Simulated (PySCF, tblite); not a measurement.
# C4H6O5Si: geometry, infrared bands and NMR shifts

What infrared bands and NMR shifts should C4H6O5Si (`O=COC[Si@@H]1OCC(=O)O1`) show?

Programs: tblite 0.8.0 and PySCF 2.14.0, with density-fitted response routines of our own. Each step states its level of theory. These are calculated values for one molecule in the gas phase, unless marked as measured. Atoms count from 0, in the outputs and in this text.

### Step 1. The molecule as given

16 atoms, charge 0, multiplicity 1; geometry from: force field or distance geometry start.

Bonds of the start (Å): O0–C1 1.25, C1–O2 1.39, O2–C3 1.40, C3–Si4 1.83, Si4–O5 1.73, O5–C6 1.40, C6–C7 1.49, C7–O8 1.26, C7–O9 1.40, O9–Si4 1.76, C1–H10 1.09, C3–H11 1.13, C3–H12 1.13, Si4–H13 1.46, C6–H14 1.11, C6–H15 1.09.

### Step 2. Optimising the geometry with GFN2-xTB

What the job is given:

```
{"job": {"kind": "relax", "xc": "GFN2-xTB", "basis": "xTB"}, "charge": 0, "multiplicity": 1}
O      2.201500     0.276000    -1.468000
C      2.646500     0.667000    -0.366000
O      2.294800     0.030000     0.822700
C      1.399100    -1.044700     0.867000
Si    -0.287500    -0.745000     0.237000
O     -0.582400     0.874700    -0.287400
C     -1.973300     0.908200    -0.122500
C     -2.243100     0.392100     1.247800
O     -3.027700     0.934300     2.076200
O     -1.526400    -0.790800     1.479200
H      3.349000     1.501600    -0.287800
H      1.834700    -1.909000     0.289600
H      1.335400    -1.417400     1.936200
H     -0.676500    -1.726400    -0.776500
H     -2.368000     0.153100    -0.832200
H     -2.383800     1.905400    -0.291800
```

The run is started by

```bash
> OMP_NUM_THREADS=1 python probes_run.py task.json out
```

The driver reads the jobs from task.json and runs them one after another.

**Question.** This job is followed by: GFN2-xTB harmonic vibrations, gas phase; GIAO PBE0/pcSseg-1 NMR shielding, non-relativistic, gas phase. What will the session give for the following? strongest single infrared mode (GFN2-xTB); zero-point energy (GFN2-xTB); 13C shifts against TMS (PBE0/pcSseg-1); 1H shifts against TMS (PBE0/pcSseg-1); 17O shifts against H2O (PBE0/pcSseg-1); 29Si shifts against TMS (PBE0/pcSseg-1).

As calculated:

```
                                 quantity                                   value
strongest single infrared mode (GFN2-xTB)                   1813 cm⁻¹, 624 km/mol
             zero-point energy (GFN2-xTB)                           66.2 kcal/mol
   13C shifts against TMS (PBE0/pcSseg-1)            174.9, 173.0, 67.3, 57.1 ppm
    1H shifts against TMS (PBE0/pcSseg-1)  7.98, 5.39, 4.33, 4.32, 3.75, 3.73 ppm
   17O shifts against H2O (PBE0/pcSseg-1)    428.9, 379.6, 244.3, 216.7, 39.2 ppm
  29Si shifts against TMS (PBE0/pcSseg-1)                               -49.4 ppm
```

Relaxing lowered the energy by 1.884 eV in 103 steps; the close pair that moved most is C1–O2, from 1.394 to 1.287 Å. No mode is imaginary among the 42: a minimum at this level. The strongest single mode, at 1813 cm⁻¹, moves mainly C7 and O8. Unscaled tight-binding wavenumbers are off by several per cent, some by more. Its intensities can rank the bands wrongly. At PBE0/pcSseg-1: Shielding is most anisotropic at O8 (span 708 ppm, paramagnetic term -488 ppm).
